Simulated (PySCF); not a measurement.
**How the numerical set-up moves the result for BI**

The method stays; parts of the set-up, such as the basis or the Hamiltonian, are changed.

Program: PySCF 2.14.0. Level of theory: each script names its method and basis. These are calculated values, not measurements.

6 further runs of the same task are left out: 1 for a known fault of the program, 5 that didn't finish.

## (1) The system as given

BI: 2 atoms, charge 0, spin multiplicity 1.

Bond lengths: B1–I2 2.231 Å.

## (2) Base script

input.py

```python
from pyscf import gto, scf, mp

mol = gto.M(
    atom='B 0 0 0; I 0 0 2.231',
    basis='sbkjc',
    ecp={'B': 'sbkjc', 'I': 'sbkjc'},
    charge=0,
    spin=0,
    symmetry=True,
    verbose=4,
)
mf = scf.RHF(mol)
mf.kernel()
mp.MP2(mf).kernel()
mf.dip_moment()
print('orbital energies (hartree):', mf.mo_energy[..., max(0, mol.nelec[1]-3):mol.nelec[0]+3].round(4))
```

Started as:

```console
$ python input.py
```

Its log is not repeated here.

Base result: E(SCF) = -13.812302 Eh, 8 cycles, E(MP2) − E(SCF) = -0.06038 Eh, μ = 0.40 D (of the SCF density).

The bond length is a typed value, not an optimised one.

## (3) Ano-rcc-vdzp (core potential off, X2C on)

Edit 1 changes basis set: sbkjc → ano-rcc-vdzp; core potential: on → off; spin-free X2C: off → on. The core potential changes with it: totals don't compare.

input.py

```python
from pyscf import gto, scf, mp

mol = gto.M(
    atom='B 0 0 0; I 0 0 2.231',
    basis='ano-rcc-vdzp',
    charge=0,
    spin=0,
    symmetry=True,
    verbose=4,
)
mf = scf.RHF(mol)
mf = mf.sfx2c1e()
mf.kernel()
mp.MP2(mf).kernel()
mf.dip_moment()
print('orbital energies (hartree):', mf.mo_energy[..., max(0, mol.nelec[1]-3):mol.nelec[0]+3].round(4))
```

Started as:

```console
$ python input.py
```

## (4) Crenbl

Edit 2 changes basis set: sbkjc → crenbl. The core potential changes with it: totals don't compare.

input.py, as its differences from that of step 2:

```diff
@@ -4,4 +4,4 @@
     atom='B 0 0 0; I 0 0 2.231',
-    basis='sbkjc',
-    ecp={'B': 'sbkjc', 'I': 'sbkjc'},
+    basis='crenbl',
+    ecp={'B': 'crenbl', 'I': 'crenbl'},
     charge=0,
```

## (5) Def2-svpd

Edit 3 changes basis set: sbkjc → def2-svpd. The core potential changes with it: totals don't compare.

input.py, as its differences from that of step 2:

```diff
@@ -4,4 +4,4 @@
     atom='B 0 0 0; I 0 0 2.231',
-    basis='sbkjc',
-    ecp={'B': 'sbkjc', 'I': 'sbkjc'},
+    basis='def2-svpd',
+    ecp={'I': 'def2-svpd'},
     charge=0,
```

What does the calculation give? Wanted: for each run, E(SCF); from base; gap; SCF dipole; after the SCF.

**Answer**, as computed:

```
                                      run  E(SCF) (hartree)  from base (eV)  cycles  gap (eV)  SCF dipole (D)  functions               after the SCF
                                     base        -13.812302               0       8     10.62            0.40         16   MP2 correlation -1.643 eV
ano-rcc-vdzp (core potential off, X2C on)      -7137.280613  not comparable      10     11.10            0.18         57  MP2 correlation -16.048 eV
                                   crenbl       -112.044118  not comparable      10     10.74            0.08         48   MP2 correlation -7.499 eV
                                def2-svpd       -321.232387  not comparable      11     10.82            0.51         55   MP2 correlation -5.571 eV
```

In words: The dearest run is “ano-rcc-vdzp (core potential off, X2C on)”, at 7.9 s against 1.1 s.
